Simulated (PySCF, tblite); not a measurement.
**CH10BClSi3, a small molecule taken as a stand-in for a surface group (Si site with back bonds C[SiH3], Cl, [BH][SiH3]): NMR shifts, core binding energies and electronic excitations**

Aim: the NMR shifts, core binding energies and electronic excitations of `[SiH3]B[SiH](Cl)C[SiH3]`.

Programs: tblite 0.8.0 and PySCF 2.14.0. All values are calculated, for the isolated system unless a continuum is named. Atoms count from 0, parts from 1.

## Step 1: The system as given

16 atoms, charge 0, multiplicity 1; geometry: distance geometry start.

## Step 2: Relaxing the cluster with GFN2-xTB

What the job is given:

```
{"job": {"kind": "relax", "xc": "GFN2-xTB", "basis": "xTB"}, "charge": 0, "multiplicity": 1}
Si    -1.024379    -0.124234    -0.472285
C     -0.701110     0.930794     1.018907
Si     0.987395     1.702575     0.827800
Cl    -3.105181    -0.569009    -0.554659
B     -0.008239    -1.784798    -0.321857
Si     0.542263    -2.307055     1.453688
H     -0.632659     0.564861    -1.628298
H     -1.420785     1.661446     1.081281
H     -0.701700     0.343472     1.856205
H      1.903258     1.044263     1.681505
H      0.879811     3.096165     1.193919
H      1.389376     1.637041    -0.514624
H      0.740733    -1.989303    -1.161361
H      1.290356    -1.252045     2.061333
H      1.357435    -3.475866     1.395064
H     -0.618893    -2.563854     2.252324
```

Method: GFN2-xTB geometry optimisation, gas phase.

Launch:

```sh
OMP_NUM_THREADS=1 python cluster_run.py task.json out
```

The driver reads the jobs from task.json and runs them one after another.

**Question.** The jobs that follow are: PBE0-D3(BJ)/def2-SVP geometry optimisation, gas phase; GIAO PBE0/pcSseg-1 NMR shielding, non-relativistic, gas phase; delta-SCF UKS SCAN, pcX-2 on the ionised atom, pcseg-1 elsewhere, spin-free X2C; TDDFT CAM-B3LYP/def2-SVPD, vertical, gas phase, core orbitals frozen in the response. Predict: point group; rotational constants (main isotopes); ¹³C shifts against TMS (PBE0/pcSseg-1); ¹H shifts against TMS (PBE0/pcSseg-1); ²⁹Si shifts against TMS (PBE0/pcSseg-1); ³⁵Cl shifts against HCl (PBE0/pcSseg-1); ¹¹B shifts against BF3·OEt2 (PBE0/pcSseg-1); Si2p binding energies, SCAN/pcX-2 (standing for 2 of 3 atoms); C1s binding energies, SCAN/pcX-2; Cl2p binding energies, SCAN/pcX-2; B1s binding energies, SCAN/pcX-2; lowest singlet (CAM-B3LYP/def2-SVPD); brightest single state of those computed; lowest triplet; vertical ionisation energy (ΔSCF); vertical electron affinity (ΔSCF).

The runs gave:

| quantity | value |
| --- | --- |
| point group | C1 |
| rotational constants (main isotopes) | 1.68, 0.96, 0.69 GHz |
| ¹³C shifts against TMS (PBE0/pcSseg-1) | -8.2 ppm |
| ¹H shifts against TMS (PBE0/pcSseg-1) | 6.43, 5.37, 4.19, 3.98, 3.95, 3.90, 3.71, 3.41, 0.67, 0.48 ppm |
| ²⁹Si shifts against TMS (PBE0/pcSseg-1) | 23.6, -74.8, -97.5 ppm |
| ³⁵Cl shifts against HCl (PBE0/pcSseg-1) | -137 ppm |
| ¹¹B shifts against BF3·OEt2 (PBE0/pcSseg-1) | 39.0 ppm |
| Si2p binding energies, SCAN/pcX-2 (standing for 2 of 3 atoms) | Si0 107.49, Si2 107.24 eV |
| C1s binding energies, SCAN/pcX-2 | C1 290.31 eV |
| Cl2p binding energies, SCAN/pcX-2 | Cl3 206.28 eV |
| B1s binding energies, SCAN/pcX-2 | B4 195.29 eV |
| lowest singlet (CAM-B3LYP/def2-SVPD) | 4.72 eV (263 nm), f = 0.007 |
| brightest single state of those computed | state 5, 6.87 eV, f = 0.074 |
| lowest triplet | 3.98 eV |
| vertical ionisation energy (ΔSCF) | 9.67 eV |
| vertical electron affinity (ΔSCF) | 0.12 eV |

The start of the PBE0/def2-SVP relaxation was shaken at random by about 0.01 Å, so part of the energy gained, and of the first lengths quoted, undoes that. The optimisation took 26 steps and gained 0.376 eV; among the close pairs (by a distance rule), Si0–Cl3 changed most, from 2.040 to 2.167 Å (PBE0/def2-SVP). No frequency check was run at this level, so the end point may be a saddle. The frame itself reshapes: Cl3···B4 goes from 3.28 to 2.38 Å. Hydrogens of an XH3 group are listed apart at this fixed geometry; free rotation makes them one line at their mean. At PBE0/pcSseg-1: The widest tensor belongs to Cl3: span 375 ppm, with a paramagnetic part of -69 ppm. At SCAN/pcX-2: The Si2p levels kept as sound span 0.25 eV, from Si2 (silicon bonded to C, 3 H) up to Si0 (silicon bonded to C, B, Cl, H). Only 2 of the 3 Si atoms are covered by sound results. The lowest singlet, at 4.72 eV, is HOMO→LUMO 0.90 and is weak; of the 6 states computed, the strongest absorption comes from state 5 at 6.87 eV. The lowest triplet lies 0.74 eV below the lowest singlet (triplets in Tamm-Dancoff, singlets in full TDDFT). The orbital energy would give 9.09 eV for ionisation, ΔSCF gives 9.67 eV. A capped cluster stands for the solid here, so long-range fields and strain are missing, and bands or shifts of the capping hydrogens have no counterpart in it.
